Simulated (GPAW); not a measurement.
A run of GPAW 26.7.0:

File run.py:

```python
from ase import Atoms
from ase.dft.bandgap import bandgap
from ase.io import write
from ase.units import GPa
from gpaw import GPAW, PW

atoms = Atoms(['W', 'S'],
              cell=[[-2.15646527, 2.15646527, 2.47472653],
                    [2.15646527, -2.15646527, 2.47472653],
                    [2.15646527, 2.15646527, -2.47472653]],
              scaled_positions=[[0.5, 0.5, 0.0],
                                [0.0, 0.0, 0.0]],
              pbc=True)

calc = GPAW(mode=PW(600),
            xc='MGGA_X_R2SCAN+MGGA_C_R2SCAN',
            kpts={'size': (8, 8, 8), 'gamma': True},
            occupations={'name': 'fermi-dirac', 'width': 0.05},
            setups={'W': ':d,8.0'},
            nbands=20,
            convergence={'density': 1e-05, 'energy': 1e-05},
            maxiter=150,
            txt='gpaw.txt')
atoms.calc = calc
energy = atoms.get_potential_energy()
forces = atoms.get_forces()
stress = atoms.get_stress()
calc.write('gs.gpw')
write('result.traj', atoms)
print(f'Energy: {energy:.6f} eV')
print('Forces (eV/A):')
print(forces.round(4))
print('Stress (GPa):', (stress / GPa).round(3))
print('Fermi level:', round(calc.get_fermi_level(), 4), 'eV')
print(f'Gap: {bandgap(calc)[0]:.4f} eV, direct: {bandgap(calc, direct=True)[0]:.4f} eV')
```

Potentials or basis: GPAW PAW data sets (gpaw-data 1.2.1), pw.

Command:

```bash
$ OMP_NUM_THREADS=1 python run.py
```

Hardware: 1 thread of Arm Neoverse V2, with other jobs on the host.

Estimate the wall time of this run.

Run time: 2.6 min on 1 thread of Arm Neoverse V2, on a shared host, peak memory 0.32 GiB. Counts: scf iterations 17, plane waves 1554, bands 20, k points 59.
